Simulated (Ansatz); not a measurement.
## Molecular dynamics of Mg

Input file:

```yaml
accuracy: low
crystal:
  lattice:
    - [10.08925, 0.0, 0.0]
    - [-5.044625, 8.737547, 0.0]
    - [0.0, 0.0, 10.923295]
  atoms:
    - { symbol: Mg, position: [-0.02428575, -0.07799281, -0.21083916] }
    - { symbol: Mg, position: [0.11858708, 0.16549885, 0.08267971] }
    - { symbol: Mg, position: [-0.1111274, -0.35964805, 0.71633855] }
    - { symbol: Mg, position: [-0.19662944, 0.0719601, 0.76841224] }
    - { symbol: Mg, position: [-0.01446084, 0.34096061, 0.02754958] }
    - { symbol: Mg, position: [0.20155798, 0.50906739, 0.26259022] }
    - { symbol: Mg, position: [0.08020239, 0.22927102, 0.51889649] }
    - { symbol: Mg, position: [0.25993051, 0.81909361, 0.59712028] }
    - { symbol: Mg, position: [0.09708702, 0.64639189, -0.14648066] }
    - { symbol: Mg, position: [0.12215495, 0.79258391, 0.13581844] }
    - { symbol: Mg, position: [0.22389346, 0.93487295, 0.35887842] }
    - { symbol: Mg, position: [0.31257422, 1.0749439, 0.72484537] }
    - { symbol: Mg, position: [0.31281737, 0.10242218, 0.0089007] }
    - { symbol: Mg, position: [0.61813949, 0.42443258, 0.39643351] }
    - { symbol: Mg, position: [0.04743701, -0.03485606, 0.56341565] }
    - { symbol: Mg, position: [0.50197103, 0.41120037, 0.88319945] }
    - { symbol: Mg, position: [0.19419337, 0.2515852, -0.17551979] }
    - { symbol: Mg, position: [0.29253736, 0.45315033, 0.03501386] }
    - { symbol: Mg, position: [0.24380136, 0.25102833, 0.29325928] }
    - { symbol: Mg, position: [0.29314874, 0.49596851, 0.63463205] }
    - { symbol: Mg, position: [0.37642997, 0.76626228, 0.08882569] }
    - { symbol: Mg, position: [0.50615098, 1.10810067, 0.20506023] }
    - { symbol: Mg, position: [0.41380862, 0.57754175, 0.40568831] }
    - { symbol: Mg, position: [0.53638761, 0.89398617, 0.73726232] }
    - { symbol: Mg, position: [0.70087552, -0.01326205, 0.02311187] }
    - { symbol: Mg, position: [0.86332015, 0.11292184, 0.2525974] }
    - { symbol: Mg, position: [0.52327679, 0.08632309, 0.53143996] }
    - { symbol: Mg, position: [0.61739829, 0.23875554, 0.77380792] }
    - { symbol: Mg, position: [0.8609036, 0.47638235, 0.2234958] }
    - { symbol: Mg, position: [0.89335988, 0.72631822, 0.42108216] }
    - { symbol: Mg, position: [0.87111527, 0.42965214, 0.49620444] }
    - { symbol: Mg, position: [0.82303703, 0.57512122, 0.96987643] }
    - { symbol: Mg, position: [0.4838617, 0.37896273, 0.16836468] }
    - { symbol: Mg, position: [0.71310215, 0.7172651, 0.18804289] }
    - { symbol: Mg, position: [0.61626423, 0.73422993, 0.64199843] }
    - { symbol: Mg, position: [0.62717809, 0.68950437, 0.89799728] }
basis:
  ecutwfc: 150.0
kpoints:
  mp_grid: { grid: [1, 1, 1] }
hamiltonian:
  xc: pbesol
scf:
  occupations: { method: fermi_dirac, width: 0.16 }
  lower_state_search: "off"
  max_iter: 73
md:
  timestep: 2
  n_steps: 200
  ensemble: nvt_langevin
  temperature: 1080.0
  initial_velocities: maxwell_boltzmann
  seed: 362262
  friction: 0.02
```

Launched with:

```bash
$ ansatz run input.yaml --threads 4 --pin off --max-ram 10240MiB --backend cpu --events-out ev --progress --plain --runs-dir out
```

It goes on from the last frame of an earlier run, with new velocities.

Output, in part (step lines):

```
md step     0: t =     0.00 fs  T =  1050.0 K  F+E_penalty+E_count = -68240.02670695 eV  E_kin = 4.886028 eV  (12 SCF iters)
md step     1: t =     2.00 fs  T =  1036.7 K  F+E_penalty+E_count = -68239.96307827 eV  E_kin = 4.824309 eV  (9 SCF iters)
md step     2: t =     4.00 fs  T =  1144.8 K  F+E_penalty+E_count = -68240.00885613 eV  E_kin = 5.327068 eV  (9 SCF iters)
md step     3: t =     6.00 fs  T =  1056.1 K  F+E_penalty+E_count = -68240.14917712 eV  E_kin = 4.914515 eV  (9 SCF iters)
md step     4: t =     8.00 fs  T =  1181.4 K  F+E_penalty+E_count = -68240.37926072 eV  E_kin = 5.497620 eV  (9 SCF iters)
md step     5: t =    10.00 fs  T =  1163.4 K  F+E_penalty+E_count = -68240.65570114 eV  E_kin = 5.413790 eV  (8 SCF iters)
md step     6: t =    12.00 fs  T =  1199.0 K  F+E_penalty+E_count = -68240.97818450 eV  E_kin = 5.579256 eV  (8 SCF iters)
md step     7: t =    14.00 fs  T =  1326.5 K  F+E_penalty+E_count = -68241.39205244 eV  E_kin = 6.172616 eV  (8 SCF iters)
[... lines left out ...]
```

The steps, from the saved trajectory:

```csv
time (fs),T (K),potential energy less start (eV)
0.0,1050,0.000
12.0,1199,-0.951
24.0,1570,-3.355
36.0,1282,-3.749
48.0,1339,-3.885
60.0,1606,-4.364
72.0,1438,-4.494
84.0,1117,-4.082
96.0,1239,-4.086
108.0,1031,-4.114
120.0,1123,-4.179
132.0,1110,-4.156
144.0,1034,-4.424
156.0,937,-4.855
168.0,1059,-4.733
180.0,924,-4.376
192.0,794,-4.162
204.0,896,-4.397
216.0,805,-4.631
228.0,1003,-4.270
240.0,859,-4.562
252.0,888,-5.170
264.0,1043,-5.209
276.0,919,-4.657
288.0,1003,-4.327
300.0,952,-4.124
312.0,924,-4.039
324.0,886,-3.828
336.0,942,-4.276
348.0,890,-4.721
360.0,971,-4.469
372.0,947,-4.408
384.0,1212,-4.340
396.0,984,-4.317
```

All steps were run. The mean temperature of the second half is 13 % below the set value. A run of 0.4 ps of so small a system gives no equilibrium averages. The plane-wave cutoff is below what these datasets need, so energies and pressures aren't converged. Limits of this set-up: coarse k mesh, low accuracy level.

Mean squared displacements from the first frame to the last, about the centre of mass: Mg 1.13 Å².

Last frame:

```xyz
36
Lattice="10.0892 0.0000 0.0000 -5.0446 8.7375 0.0000 0.0000 0.0000 10.9233" Properties=species:S:1:pos:R:3
Mg 1.082 -1.083 -2.980
Mg -0.296 0.184 -0.292
Mg 0.393 -4.234 7.548
Mg -2.085 0.609 8.379
Mg -2.940 3.347 -0.320
Mg -0.501 4.320 3.004
Mg 0.248 3.141 5.339
Mg -1.832 6.734 6.498
Mg -2.042 5.806 -1.606
Mg -3.360 7.105 1.292
Mg -1.183 6.867 3.529
Mg -2.466 10.189 6.352
Mg 2.885 0.201 -1.454
Mg 4.018 3.473 3.702
Mg 0.015 0.395 5.751
Mg 2.925 3.276 9.210
Mg 0.533 1.933 -2.807
Mg 0.724 3.849 -0.254
Mg 1.832 0.875 3.228
Mg 1.545 4.579 7.108
Mg -0.111 6.685 1.032
Mg -0.630 9.874 1.699
Mg 2.367 5.974 4.840
Mg 0.398 7.468 8.345
Mg 6.896 0.064 1.639
Mg 8.783 0.351 3.359
Mg 5.631 -0.112 5.103
Mg 5.319 1.382 7.917
Mg 6.125 4.683 2.263
Mg 5.498 6.264 4.884
Mg 7.502 2.281 5.910
Mg 5.001 5.540 10.130
Mg 3.083 3.677 1.307
Mg 3.866 6.485 2.144
Mg 3.195 6.829 7.812
Mg 2.457 6.924 10.320
```

Time of the run: 2.3 min on 4 threads of Intel(R) Xeon(R) 6975P-C (Granite Rapids), with other jobs on the host, peak memory 0.46 GiB.
